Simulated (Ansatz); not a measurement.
# C₂H₇ClSn: a ladder of functionals and wavefunction methods

Aim: compute C₂H₇ClSn with functionals from several rungs and with coupled cluster. The yardstick is the atomisation energy at the CCSD(T) limit.

The runs use Ansatz 0.2.0, Gaussian basis; functionals in def2-TZVPP, the program's frozen cores in correlated methods.

The runs, in order: PBE-D4, r2SCAN-D4, PBE0-D4, B3LYP-D4, ωB97X-V, ωB97M-V, B2PLYP; CCSD(T)/def2-TZVPP; MP2/def2-QZVPP; extrapolation to the limit.

### Step 1. The geometry

An earlier PBE0-D4 in a triple-zeta def2 set relaxation fixed the geometry. Sn takes the def2 core potential; no spin-orbit term is included.

SMILES `[CH3][SnH2][CH2]Cl`, 11 atoms, charge 0, spin multiplicity 1.

Atoms are counted from 1 here; the program's logs count them from 0.

Bond lengths: C1–Sn2 2.134 Å, C1–H5 1.090 Å, C1–H6 1.090 Å, C1–H7 1.090 Å, Sn2–C3 2.162 Å, Sn2–H8 1.715 Å, Sn2–H9 1.709 Å, C3–Cl4 1.785 Å, C3–H10 1.089 Å, C3–H11 1.089 Å. Angles: Sn2–C1–H5 109.0°, Sn2–C1–H6 110.4°, Sn2–C1–H7 110.0°, H5–C1–H6 109.2°, H5–C1–H7 109.1°, H6–C1–H7 109.0°, C1–Sn2–C3 107.9°, C1–Sn2–H8 111.6°, C1–Sn2–H9 111.6°, C3–Sn2–H8 108.2°, C3–Sn2–H9 107.8°, H8–Sn2–H9 109.7°, Sn2–C3–Cl4 110.1°, Sn2–C3–H10 111.3°, Sn2–C3–H11 111.6°, Cl4–C3–H10 107.4°, Cl4–C3–H11 107.5°, H10–C3–H11 108.8°.

### Step 2. PBE-D4 (GGA)

in.yaml

```yaml
crystal:
  periodic: [false, false, false]
  atoms:
    - {symbol: C, position_ang: [-0.947011, 1.484256, -0.203557]}
    - {symbol: Sn, position_ang: [0.069140, -0.271358, -0.864846]}
    - {symbol: C, position_ang: [1.006947, -1.183889, 0.856590]}
    - {symbol: Cl, position_ang: [-0.195367, -1.426283, 2.153466]}
    - {symbol: H, position_ang: [-1.595659, 1.224838, 0.633108]}
    - {symbol: H, position_ang: [-1.550263, 1.900767, -1.010107]}
    - {symbol: H, position_ang: [-0.224897, 2.232568, 0.123376]}
    - {symbol: H, position_ang: [1.292522, 0.101040, -2.006892]}
    - {symbol: H, position_ang: [-1.014109, -1.410653, -1.534057]}
    - {symbol: H, position_ang: [1.795958, -0.550094, 1.258518]}
    - {symbol: H, position_ang: [1.428039, -2.158193, 0.614998]}
basis:
  gaussian: {orbitals: def2-TZVPP}
hamiltonian: {xc: pbe, dispersion: d4}
output: {forces: true, orbitals: {seedname: orbitals}}
```

Run with:

```
$ ansatz run in.yaml --threads 4 --pin off --events-out ev --progress --plain --max-ram 10444MiB
```

Further steps of the session: r2SCAN-D4 (meta-GGA); PBE0-D4 (hybrid); B3LYP-D4 (hybrid); ωB97X-V (range-separated); ωB97M-V (range-separated); B2PLYP (double hybrid); CCSD(T) in def2-TZVPP; MP2 in def2-QZVPP.

**Question.** What will the summary of the whole plan be? Wanted: atomisation energy, CCSD(T)/CBS; farthest; mean size of error, hybrid; mean size of error, range-separated; gap, smallest and largest; T1 diagnostic; triples share of the correlation energy.

**Answer**, as computed:

| quantity | value |
| --- | --- |
| atomisation energy, CCSD(T)/CBS | 36.529 eV |
| functionals within 0.365 eV (1.0 %) | PBE-D4, r2SCAN-D4, PBE0-D4, B3LYP-D4, ωB97X-V, ωB97M-V |
| farthest | B2PLYP (-0.761 eV) |
| mean size of error, hybrid | 0.299 eV |
| mean size of error, range-separated | 0.097 eV |
| gap, smallest and largest | 5.46 eV (PBE-D4), 11.63 eV (ωB97X-V) |
| T1 diagnostic | 0.0111 |
| triples share of the correlation energy | 3.5 % |

In words: PBE-D4 misses by +0.115 eV. Double hybrids carry the basis error of their MP2 part in triple zeta, and no dispersion term here, so their miss is partly the set-up's. Misses under about 0.365 eV are within the doubt on the reference itself, which lacks core-valence correlation, spin-orbit coupling and higher excitations, and its outer-core shells are covered unevenly. All levels share the lack of spin-orbit coupling, which lowers the free heavy atoms and so the true binding. Hartree-Fock recovers 73 % of the binding; the rest is correlation. The gap grows from 5.5 to 11.6 eV across the functionals, mostly with the share of exact exchange. Correlated methods include outer-core shells of Sn, which these sets cover unevenly.
